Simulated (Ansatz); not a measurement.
# GeTe (SMILES [Ge][Te]): CCSDT/STO-3G

Aim: the energy change on altering one bond length of GeTe at CCSDT/STO-3G, from 2 runs. 

Program for the calculation: Ansatz 0.2.0.

73 further runs of the same task are left out: 41 that didn't finish, 32 set aside as unsound or not needed.

### 1 The system as given

The species is GeTe (2 atoms), meant as a singlet with charge 0. As SMILES, `[Ge][Te]`. The bond length is the measured one.

Bond lengths: Ge1–Te2 2.340 Å.

### 2 A single-point energy at CCSDT/STO-3G

File molecule.yaml:

```yaml
crystal:
  periodic: [false, false, false]
  atoms:
    - {symbol: Ge, position_ang: [0.000000, 0.000000, 0.000000]}
    - {symbol: Te, position_ang: [0.000000, 0.000000, 2.340165]}
basis:
  gaussian:
    orbitals: STO-3G
correlation:
  method: ccsdt
  frozen_orbitals: {Ge: 9, Te: 18}
accuracy: high
scf:
  omitted_lower_state_checks: [cluster_reference, increment]
```

The run is started by

```sh
$ ansatz run molecule.yaml --threads 1 --pin off --max-ram 2610MiB --events-out events.jsonl --progress --plain --runs-dir runs
```

Output, cut to the lines that bear on the results:

```text
Warning: RAYON_NUM_THREADS=1 ignored (pool sized by the plan → 1); use --threads N
Functional definition: HF
  name "HF"
[...]
564 factors; integrals over basis functions are off by at most 4.8e-9 eV
[...]
mean field -233987.65539560 eV, -8598.8877332591 hartree, gradient 2.2e-8 eV, S^2 0.000000; 0 other end points of the search recorded, 0 dependent functions left out
27 core orbitals not correlated: weight in the atoms' cores, before any rotation towards them, 1.000 or more for the frozen orbitals, at most 0.000 for the correlated occupied ones
reference -233987.65539560 eV, -8598.8877332591 hartree; 15, 15 occupied and 3, 3 virtual orbitals, 564 factors
second order -1.86293712 eV of doubles, -0.00000000 eV of singles
cycle   1  -1.77082995 eV  change    9.2e-2 eV  update   1.7e-1
[...]
cycle  23  -2.25272430 eV  change   5.3e-10 eV  update   3.0e-9
Total energy: -233989.90811990 eV, -8598.9705193500 hartree
Checks for a lower state left out: cluster_reference, increment
```

Run time: 1.4 s. Hardware: 1 thread of Arm Neoverse V1, shared host; peak memory 0.11 GiB.

### 3 The distorted shape, same level

File input.yaml:

```yaml
crystal:
  periodic: [false, false, false]
  atoms:
    - {symbol: Ge, position_ang: [0.000000, 0.000000, -0.585035]}
    - {symbol: Te, position_ang: [0.000000, 0.000000, 2.340165]}
basis:
  gaussian: {orbitals: STO-3G}
correlation: {method: ccsdt, frozen_orbitals: {Ge: 9, Te: 18}}
accuracy: high
scf: {omitted_lower_state_checks: [cluster_reference, increment]}
```

The run is started by

```sh
$ ansatz run input.yaml --threads 1 --pin off --max-ram 2610MiB --events-out events.jsonl --progress --plain --runs-dir runs
```

Output, cut to the lines that bear on the results:

```text
Warning: RAYON_NUM_THREADS=1 ignored (pool sized by the plan → 1); use --threads N
Functional definition: HF
  name "HF"
[...]
546 factors; integrals over basis functions are off by at most 5.3e-9 eV
[...]
mean field -233984.55698485 eV, -8598.7738687641 hartree, gradient 1.7e-8 eV, S^2 0.000000; 6 other end points of the search recorded, 0 dependent functions left out; unrestricted orbitals would lower it
27 core orbitals not correlated: weight in the atoms' cores, before any rotation towards them, 1.000 or more for the frozen orbitals, at most 0.000 for the correlated occupied ones
reference -233984.55698485 eV, -8598.7738687641 hartree; 15, 15 occupied and 3, 3 virtual orbitals, 546 factors
second order -2.20428830 eV of doubles, -0.00000000 eV of singles
cycle   1  -1.76449791 eV  change    4.4e-1 eV  update   3.9e-1
[...]
cycle  31  -3.27384134 eV  change    2.3e-9 eV  update   1.7e-9
Total energy: -233987.83082619 eV, -8598.8941802144 hartree
Checks for a lower state left out: cluster_reference, increment
```

Run time: 2.6 s. Hardware: 1 thread of Arm Neoverse V1, shared host; peak memory 0.12 GiB.

### 4 Summary of results

Level: CCSDT/STO-3G, 27 core orbitals frozen.

```
                                                           quantity           value
                                          first shape: total energy  -8598.97052 Eh
          first shape: correlation energy (27 core orbitals frozen)       -82.8 mEh
                                         first shape: T1 diagnostic           0.020
                                      distorted shape: total energy  -8598.89418 Eh
      distorted shape: correlation energy (27 core orbitals frozen)      -120.3 mEh
                                     distorted shape: T1 diagnostic           0.080
energy change with the Ge1–Te2 bond stretched from 2.340 to 2.925 Å        2.077 eV
```

What this shows: With the Ge1–Te2 bond stretched from 2.340 to 2.925 Å the energy rises by 2.08 eV (48 kcal/mol). The first shape isn't relaxed at this level, so the change isn't measured from a minimum. The minimal basis adds a large error of its own. Relativity is left out (first shape) although the molecule holds a heavy atom. The T1 diagnostic (distorted shape) of 0.080 is above the customary mark for such species, so a single reference may not serve. The restricted solution (distorted shape) is unstable to spin breaking: an unrestricted one lies lower. Relativity is left out (distorted shape) although the molecule holds a heavy atom.
